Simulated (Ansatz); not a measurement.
# Si: the cost of one run

Computed with Ansatz 0.2.0 (DFT LDA, scalar-relativistic, unless a step's input says otherwise).

2 further runs of the same task are left out: 2 set aside as unsound or not needed.

**1. The system as given**

Symmetry: Fd-3m, No. 227, cubic system. The conventional cell has a = 5.431 Å, b = 5.431 Å, c = 5.431 Å, α = 90.00°, β = 90.00°, γ = 90.00°. Si (site symmetry -43m) has 4 Si at 2.35 Å as nearest neighbours.

Structure file:

```
Si
1.0
     0.00000    2.71547    2.71547
     2.71547    0.00000    2.71547
     2.71547    2.71547    0.00000
Si
2
Cartesian
  2.7155 2.7155 2.7155
  4.0732 4.0732 4.0732
```

Atoms are numbered in the order of the input: Si1, Si2.

**2. The deformed structure**

Space group Fd-3m before, I4_1/amd after.

**3. All-electron LAPW**

Contents of input.yaml:

```yaml
crystal:
  lattice:
    - [0.0, 2.6611606, 2.71547]
    - [2.6611606, 0.0, 2.71547]
    - [2.6611606, 2.6611606, 0.0]
  atoms:
    - { symbol: Si, position: [0.5, 0.5, 0.5] }
    - { symbol: Si, position: [0.75, 0.75, 0.75] }
kpoints:
  mp_grid: { grid: [12, 12, 12] }
  band_path:
    path:
      - [0.0, 0.0, 0.0]
      - [0.0, 0.5, 0.5]
      - [0.25, 0.75, 0.5]
      - [0.0, 0.5, 0.0]
      - [0.0, 0.0, 0.0]
      - [0.5, 0.5, 0.0]
      - [0.37005, 0.62995, 0.0]
      - [-0.37005, 0.37005, 0.0]
      - [0.0, 0.0, 0.0]
    npoints: 5
scf:
  occupations: { method: fermi_dirac, width: 0.08 }
hamiltonian:
  xc: lda
  pseudopotentials: { kind: all_electron, lapw: { basis_error: 0.00025 } }
output:
  forces: true
  stress: true
  eigenvalues: true
```

On the command line:

```
$ ansatz run input.yaml --threads 1 --pin off --max-ram 3072MiB --backend cpu --events-out ev --progress --plain --runs-dir out
```

**Question.** How long does this run take on 1 thread of Intel Xeon 6975P-C (Granite Rapids), shared host, and how much memory does it need?

About 10 s, with a peak of 0.47 GiB.
